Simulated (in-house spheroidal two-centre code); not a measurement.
**One electron between two nuclei: charges 1 and 1.2**

Aim: follow the lowest orbitals from the united atom to separated charges, and see which of them bind.

The Schrödinger equation separates in prolate spheroidal coordinates and is solved to numerical exactness by an in-house code (fixed charges, no relativity; hartree and bohr). An orbital is fixed by its nodes in ξ and η and by m, and named after its united-atom limit. The code writes a record and no log. All values are calculated.

### 1 The system

Point charges Z1 = 1 and Z2 = 1.2 at distance R, one electron. Orbitals run (a selection, each on a grid of distances scaled to its size): 1sσ, 2sσ, 2pσ, 2pπ, 3sσ, 3pσ, 3dσ, 3pπ, 3dπ, 3dδ, 4pσ, 4dσ, 4fσ, 4pπ, 4dπ, 4fπ, 4dδ, 4fδ, 4fφ, 5gσ, 5gπ.

### 2 The orbital 1sσ

Contents of settings:

```
Z1 = 1
Z2 = 1.2
xi_nodes = 0
eta_nodes = 0
m = 0
```

### 3 The orbital 2sσ

Contents of settings:

```
Z1 = 1
Z2 = 1.2
xi_nodes = 1
eta_nodes = 0
m = 0
```

### 4 The orbital 5gπ

Contents of settings:

```
Z1 = 1
Z2 = 1.2
xi_nodes = 0
eta_nodes = 3
m = 1
```

### 5 The orbital 4fδ

Contents of settings:

```
Z1 = 1
Z2 = 1.2
xi_nodes = 0
eta_nodes = 1
m = 2
```

(Steps that only read results are left out.)

Before running it: what results should come out? Wanted: orbitals with a minimum on the grid; ground orbital.

The runs gave:

| quantity | value |
| --- | --- |
| orbitals with a minimum on the grid (the deepest) | 1sσ (2.19 bohr), 2pσ (5.75 bohr), 3dσ (8.48 bohr), 3dπ (14.73 bohr), 4fσ (15.60 bohr), 4fπ (18.39 bohr), 4fδ (27.93 bohr), 5gσ (22.68 bohr), 5gπ (27.37 bohr) |
| ground orbital | minimum at 2.185 bohr, -0.69401 hartree, 0.71 eV over the separated limit |

The ground orbital has a well above the separated limit, so the pair is only metastable, held by a barrier. Of the 21 orbitals, 9 have a minimum that the grid shows, 6 with a barrier on the curve; very shallow wells can escape it. With unequal charges the electron of the ground orbital ends on the larger one, and the remaining charges repel as Z1(Z2 − 1)/R with Z2 the larger.
